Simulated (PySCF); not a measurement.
**H8NPSi2: electronic excitations and core binding energies**

Wanted: the electronic excitations and core binding energies of H8NPSi2 (`N[SiH2][SiH2]P`), by calculation.

The runs use PySCF 2.14.0, with density-fitted response routines of our own; the level of theory stands in each step. All values are computed, except where a source is named. Atoms are numbered from 0 throughout.

## 1. The molecule as given

12 atoms, charge 0, multiplicity 1; geometry from: GFN2-xTB.

Bonds of the start (Å): N0–Si1 1.72, Si1–Si2 2.32, Si2–P3 2.25, N0–H4 1.01, N0–H5 1.01, Si1–H6 1.47, Si1–H7 1.47, Si2–H8 1.47, Si2–H9 1.47, P3–H10 1.38, P3–H11 1.38.

## 2. TDDFT and polarisability: wB97X-D/def2-SVPD

What the job is given:

```
{"job": {"kind": "uv", "xc": "wB97X-D", "basis": "def2-SVPD", "nstates": 8, "ntriplets": 3}, "charge": 0, "multiplicity": 1}
N     -1.586553     1.010366     0.398195
Si    -1.345818    -0.653313     0.023397
Si     0.930731    -0.916368    -0.306915
P      1.925981     1.088389    -0.515965
H     -2.509589     1.353984     0.608649
H     -1.068583     1.710651    -0.109970
H     -2.114230    -1.135359    -1.139591
H     -1.884816    -1.359342     1.189202
H      1.598323    -1.700156     0.744266
H      1.282064    -1.597093    -1.561762
H      3.178481     0.674967    -0.108633
H      1.595207     1.522587     0.753098
```

With the program's defaults for keys left out, this is: TDDFT wB97X-D/def2-SVPD, vertical, gas phase, core orbitals frozen in the response.

Command:

```sh
$ OMP_NUM_THREADS=1 python probes_run.py task.json out
```

One launch serves the whole session: the jobs run in the order shown.

Log:

```text
coarse grid: 10896 points
cycle   1  E = -979.4111868309  dE =  2.218e-03  |g| = 3.751e-01  |ddm| = 3.789e+00
cycle   2  E = -979.4222969647  dE = -1.111e-02  |g| = 3.539e-01  |ddm| = 1.068e+00
cycle   3  E = -979.4496238634  dE = -2.733e-02  |g| = 3.534e-02  |ddm| = 3.828e-01
cycle   4  E = -979.4500602831  dE = -4.364e-04  |g| = 1.095e-02  |ddm| = 1.190e-01
cycle   5  E = -979.4501116525  dE = -5.137e-05  |g| = 2.678e-03  |ddm| = 4.308e-02
cycle   6  E = -979.4501153689  dE = -3.716e-06  |g| = 5.934e-04  |ddm| = 1.363e-02
final grid: 89752 points
cycle   7  E = -979.5690565854  dE = -4.602e-05  |g| = 4.938e-03  |ddm| = 9.480e-02
cycle   8  E = -979.5690574826  dE = -8.972e-07  |g| = 4.989e-03  |ddm| = 1.318e-02
cycle   9  E = -979.5690627474  dE = -5.265e-06  |g| = 3.255e-04  |ddm| = 5.958e-03
cycle  10  E = -979.5690628099  dE = -6.244e-08  |g| = 1.261e-04  |ddm| = 2.042e-03
cycle  11  E = -979.5690628174  dE = -7.559e-09  |g| = 2.642e-05  |ddm| = 5.583e-04
cycle  12  E = -979.5690628181  dE = -6.496e-10  |g| = 6.746e-06  |ddm| = 2.105e-04
converged SCF energy = -979.5690628181

Static polarisability (au): isotropic 91.901, principal 76.595 89.901 109.207

Singlet excitations
state   eV       nm        f      main configurations
  1   5.8872    210.6   0.00323   H-1->L 0.83, H->L 0.11
  2   6.0281    205.7   0.04678   H->L 0.72, H-1->L 0.09
  3   6.6275    187.1   0.08593   H->L+1 0.38, H->L+2 0.21, H->L 0.09
  4   6.8498    181.0   0.01255   H-1->L+1 0.59, H-1->L+3 0.12, H-2->L 0.08
  5   6.8855    180.1   0.02917   H-2->L 0.53, H-1->L+1 0.16, H->L+2 0.14
  6   6.9496    178.4   0.11495   H->L+1 0.37, H->L+2 0.20, H-2->L 0.14
  7   7.1891    172.5   0.03520   H->L+3 0.34, H->L+2 0.26, H->L+4 0.22
  8   7.4079    167.4   0.04484   H-1->L+3 0.43, H-1->L+2 0.24

Triplet excitations (Tamm-Dancoff, eV): 5.5450 5.5989 5.7481
```

Wall time 17 s (1 thread of Arm Neoverse V1, shared host); peak memory 0.69 GiB.

The orbitals next to the gap, with their largest atomic shares:

| orbital | eV | atoms |
| --- | --- | --- |
| HOMO−3 | -11.08 | Si2 32 %, H9 25 %, P3 22 % |
| HOMO−2 | -10.33 | Si2 27 %, Si1 26 %, P3 11 % |
| HOMO−1 | -9.39 | N0 51 %, Si1 16 %, H6 11 % |
| HOMO | -9.23 | P3 62 %, Si2 14 %, H11 6 % |
| LUMO | 1.03 | Si1 26 %, Si2 23 %, P3 15 % |
| LUMO+1 | 1.71 | Si2 32 %, P3 22 %, Si1 18 % |
| LUMO+2 | 2.02 | Si2 32 %, P3 22 %, Si1 11 % |

With each of the 8 states as a Gaussian band of 0.4 eV half-width at 1/e, the curve within the window shown has maxima at 180 nm (ε 9,700) L/(mol cm). Beyond the last state computed it falls off for lack of states. The curve at chosen wavelengths:

(nm, ε (L/mol/cm)): (161, 1452), (164, 2665), (167, 4202), (170, 5929), (173, 7630), (176, 8980), (179, 9642), (181, 9608), (184, 8890), (187, 7615), (190, 6150), (193, 4821), (196, 3818), (199, 3167), (202, 2772), (205, 2493), (208, 2218), (211, 1896), (214, 1533), (216, 1286), (219, 939), (222, 645), (225, 419), (228, 259), (231, 152), (234, 85)

Further results of this job:

| property | computed |
| --- | --- |
| dipole moment (D) | 0.80 |
| polarisability (Å³) | 13.62 |
| HOMO–LUMO gap (eV) | 10.26 |
| −ε(HOMO) (eV) | 9.23 |

## 3. Core holes by ΔSCF: SCAN, X2C

The job, as its differences from that of step 2:

```diff
@@ -1,2 +1,2 @@
-{"job": {"kind": "uv", "xc": "wB97X-D", "basis": "def2-SVPD", "nstates": 8, "ntriplets": 3}, "charge": 0, "multiplicity": 1}
+{"job": {"kind": "xps"}, "charge": 0, "multiplicity": 1}
 N     -1.586553     1.010366     0.398195
```

Method: delta-SCF UKS SCAN, pcX-2 on the ionised atom, pcseg-1 elsewhere, spin-free X2C.

Log:

```text
ground state, core basis on atom 0 (N), 139 functions
  cycle   1  E = -981.69056378  |g| = 5.08e-01
  cycle   2  E = -981.57620650  |g| = 8.70e-01
  cycle   3  E = -981.74798805  |g| = 7.58e-02
  cycle   4  E = -981.74952504  |g| = 2.37e-02
  cycle   5  E = -981.74968978  |g| = 8.53e-03
  cycle   6  E = -981.74971405  |g| = 2.65e-03
  cycle   7  E = -981.74971523  |g| = 6.99e-04
  cycle   8  E = -981.74971694  |g| = 1.20e-04
  E(ground) = -981.83537940 Eh
hole in N 1s of atom 0
  cycle   1  E = -966.17981917  |g| = 1.86e+00
  cycle   2  E = -964.24524516  |g| = 2.33e+00
  cycle   3  E = -966.68171752  |g| = 5.68e-01
  cycle   4  E = -966.84009603  |g| = 2.31e-01
  cycle   5  E = -966.87502018  |g| = 9.38e-02
  cycle   6  E = -966.88095731  |g| = 1.65e-02
  cycle   7  E = -966.88116126  |g| = 7.12e-03
  cycle   8  E = -966.88120110  |g| = 1.68e-03
  cycle   9  E = -966.88120349  |g| = 6.21e-04
  cycle  10  E = -966.88120466  |g| = 2.33e-04
  E(ion) = -966.96530255 Eh   <S^2> = 0.7643   hole on atom = 1.000   binding energy = 404.635 eV
ground state, core basis on atom 1 (Si), 150 functions
  cycle   1  E = -981.83219172  |g| = 2.87e-01
  cycle   2  E = -981.83223375  |g| = 4.04e-02
  cycle   3  E = -981.83216236  |g| = 3.54e-02
  cycle   4  E = -981.83237498  |g| = 1.10e-02
  cycle   5  E = -981.83240204  |g| = 1.24e-03
  cycle   6  E = -981.83240070  |g| = 1.34e-04
  E(ground) = -981.87791421 Eh
hole in Si 1s of atom 1
  cycle   1  E = -912.90526108  |g| = 4.35e+00
  cycle   2  E = -911.55343158  |g| = 2.45e+00
  cycle   3  E = -906.42373367  |g| = 2.32e+00
  cycle   4  E = -913.78032595  |g| = 5.83e-01
  cycle   5  E = -913.86430754  |g| = 4.57e-01
  cycle   6  E = -913.96166681  |g| = 1.14e-01
  cycle   7  E = -913.97017418  |g| = 2.74e-02
  cycle   8  E = -913.97059327  |g| = 9.26e-03
  cycle   9  E = -913.97065128  |g| = 2.98e-03
  cycle  10  E = -913.97065850  |g| = 7.30e-04
  cycle  11  E = -913.97065827  |g| = 2.23e-04
  E(ion) = -914.02413768 Eh   <S^2> = 0.7522   hole on atom = 1.000   binding energy = 1846.395 eV
hole in Si 2p of atom 1
  cycle   1  E = -977.56431612  |g| = 1.23e+00
  cycle   2  E = -976.21150915  |g| = 1.56e+00
  cycle   3  E = -977.64830706  |g| = 5.36e-01
  cycle   4  E = -977.89069141  |g| = 7.80e-02
  cycle   5  E = -977.89219522  |g| = 5.79e-02
  cycle   6  E = -977.89466280  |g| = 1.36e-02
  cycle   7  E = -977.89480514  |g| = 4.58e-03
  cycle   8  E = -977.89481505  |g| = 1.95e-03
  cycle   9  E = -977.89481711  |g| = 6.26e-04
  cycle  10  E = -977.89481733  |g| = 1.71e-04
  E(ion) = -977.95215415 Eh   <S^2> = 0.7518   hole on atom = 1.002   binding energy = 106.825 eV
  2p3/2 = 106.601 eV   2p1/2 = 107.225 eV
ground state, core basis on atom 2 (Si), 150 functions
  cycle   1  E = -981.82643107  |g| = 2.86e-01
  cycle   2  E = -981.82651913  |g| = 3.00e-02
  cycle   3  E = -981.82647561  |g| = 2.67e-02
  cycle   4  E = -981.82664268  |g| = 7.99e-03
  cycle   5  E = -981.82665601  |g| = 1.45e-03
  cycle   6  E = -981.82665963  |g| = 1.85e-04
  E(ground) = -981.87256571 Eh
hole in Si 1s of atom 2
  cycle   1  E = -912.90272692  |g| = 4.35e+00
  cycle   2  E = -912.31066880  |g| = 2.36e+00
  cycle   3  E = -912.97634803  |g| = 1.15e+00
  cycle   4  E = -913.91018099  |g| = 3.36e-01
  cycle   5  E = -913.96820388  |g| = 1.50e-01
  cycle   6  E = -913.97834819  |g| = 5.59e-02
  cycle   7  E = -913.97992599  |g| = 1.61e-02
  cycle   8  E = -913.98012332  |g| = 4.29e-03
  cycle   9  E = -913.98013753  |g| = 1.68e-03
  cycle  10  E = -913.98013939  |g| = 6.46e-04
  cycle  11  E = -913.98013963  |g| = 2.48e-04
  E(ion) = -914.03438758 Eh   <S^2> = 0.7527   hole on atom = 1.000   binding energy = 1845.971 eV
hole in Si 2p of atom 2
  cycle   1  E = -977.56042920  |g| = 1.24e+00
  cycle   2  E = -977.26593317  |g| = 1.20e+00
  cycle   3  E = -977.82171687  |g| = 3.13e-01
  cycle   4  E = -977.89199582  |g| = 1.09e-01
  cycle   5  E = -977.89954022  |g| = 4.52e-02
  cycle   6  E = -977.90063108  |g| = 1.20e-02
  cycle   7  E = -977.90069564  |g| = 4.22e-03
  cycle   8  E = -977.90070618  |g| = 1.11e-03
  cycle   9  E = -977.90070709  |g| = 2.74e-04
  E(ion) = -977.95905686 Eh   <S^2> = 0.7523   hole on atom = 1.002   binding energy = 106.492 eV
  2p3/2 = 106.298 eV   2p1/2 = 106.921 eV
ground state, core basis on atom 3 (P), 150 functions
  cycle   1  E = -981.84744800  |g| = 3.40e-01
  cycle   2  E = -981.84731772  |g| = 3.91e-02
  cycle   3  E = -981.84695788  |g| = 5.16e-02
  cycle   4  E = -981.84788387  |g| = 3.36e-03
  cycle   5  E = -981.84788508  |g| = 1.06e-03
  cycle   6  E = -981.84788367  |g| = 2.76e-04
  E(ground) = -981.90586321 Eh
hole in P 1s of atom 3
  cycle   1  E = -901.69780499  |g| = 4.72e+00
  cycle   2  E = -900.15865367  |g| = 2.50e+00
  cycle   3  E = -893.19709207  |g| = 2.84e+00
  cycle   4  E = -902.74965642  |g| = 4.46e-01
  cycle   5  E = -902.78492931  |g| = 3.21e-01
  cycle   6  E = -902.84839950  |g| = 8.16e-02
  cycle   7  E = -902.85085584  |g| = 3.86e-02
  cycle   8  E = -902.85162323  |g| = 6.33e-03
  cycle   9  E = -902.85164661  |g| = 1.62e-03
  cycle  10  E = -902.85165038  |g| = 5.35e-04
  cycle  11  E = -902.85164942  |g| = 2.18e-04
  E(ion) = -902.90970705 Eh   <S^2> = 0.7518   hole on atom = 1.000   binding energy = 2149.595 eV
hole in P 2p of atom 3
  cycle   1  E = -976.43350910  |g| = 1.38e+00
  cycle   2  E = -974.66973884  |g| = 1.68e+00
  cycle   3  E = -976.39070114  |g| = 8.34e-01
  cycle   4  E = -976.79965614  |g| = 1.71e-01
  cycle   5  E = -976.82001207  |g| = 1.18e-01
  cycle   6  E = -976.82689308  |g| = 2.86e-02
  cycle   7  E = -976.82737410  |g| = 6.97e-03
  cycle   8  E = -976.82740486  |g| = 2.41e-03
  cycle   9  E = -976.82740786  |g| = 8.47e-04
  cycle  10  E = -976.82740989  |g| = 3.39e-04
  E(ion) = -976.89532222 Eh   <S^2> = 0.7532   hole on atom = 1.002   binding energy = 136.344 eV
  2p3/2 = 136.113 eV   2p1/2 = 137.004 eV
```

Run time: 44 s. Hardware: 1 thread of Arm Neoverse V1, shared host; peak memory 0.46 GiB.

The holes in one table. −ε is the ground-state orbital energy:

| hole | stands for | environment | ΔSCF (eV; 2p as the shell's mean) | −ε (eV) | ⟨S²⟩ |
| --- | --- | --- | --- | --- | --- |
| N1s on N0 | N0 | nitrogen bonded to Si, 2 H | 404.64 | 385.5 | 0.764 |
| Si1s on Si1 | Si1 | silicon bonded to N, Si, 2 H | 1846.40 | 1793.4 | 0.752 |
| Si2p on Si1 | Si1 | silicon bonded to N, Si, 2 H | 106.81 | 96.2 | 0.752 |
| Si1s on Si2 | Si2 | silicon bonded to P, Si, 2 H | 1845.97 | 1793.3 | 0.753 |
| Si2p on Si2 | Si2 | silicon bonded to P, Si, 2 H | 106.51 | 96.2 | 0.752 |
| P1s on P3 | P3 | phosphorus bonded to Si, 2 H | 2149.59 | 2092.5 | 0.752 |
| P2p on P3 | P3 | phosphorus bonded to Si, 2 H | 136.41 | 125.5 | 0.753 |

With the spin-orbit splitting: Si1 2p3/2 106.60, 2p1/2 107.22 eV; Si2 2p3/2 106.30, 2p1/2 106.92 eV; P3 2p3/2 136.11, 2p1/2 137.00 eV. The table gives each 2p level as the mean over the whole 2p shell (two parts 2p3/2, one part 2p1/2), which differs a little from the single hole in the log.

## 4. Summary of results

```
                                quantity                        value
      lowest singlet (wB97X-D/def2-SVPD)  5.89 eV (211 nm), f = 0.003
brightest single state of those computed  state 6, 6.95 eV, f = 0.115
                          lowest triplet                      5.54 eV
       Si1s binding energies, SCAN/pcX-2  Si1 1846.40, Si2 1845.97 eV
       Si2p binding energies, SCAN/pcX-2    Si1 106.81, Si2 106.51 eV
        N1s binding energies, SCAN/pcX-2                 N0 404.64 eV
        P1s binding energies, SCAN/pcX-2                P3 2149.59 eV
        P2p binding energies, SCAN/pcX-2                 P3 136.41 eV
```

What this shows: The first singlet state (HOMO−1→LUMO 0.83, HOMO→LUMO 0.11) lies at 5.89 eV and is weak; of the 8 states computed, the strongest absorption comes from state 6 at 6.95 eV. The lowest triplet lies 0.34 eV below the lowest singlet (triplets in Tamm-Dancoff, singlets in full TDDFT). The Si1s levels kept as sound span 0.42 eV, from Si2 (silicon bonded to P, Si, 2 H) up to Si1 (silicon bonded to N, Si, 2 H). The Si2p levels kept as sound span 0.30 eV, from Si2 (silicon bonded to P, Si, 2 H) up to Si1 (silicon bonded to N, Si, 2 H).
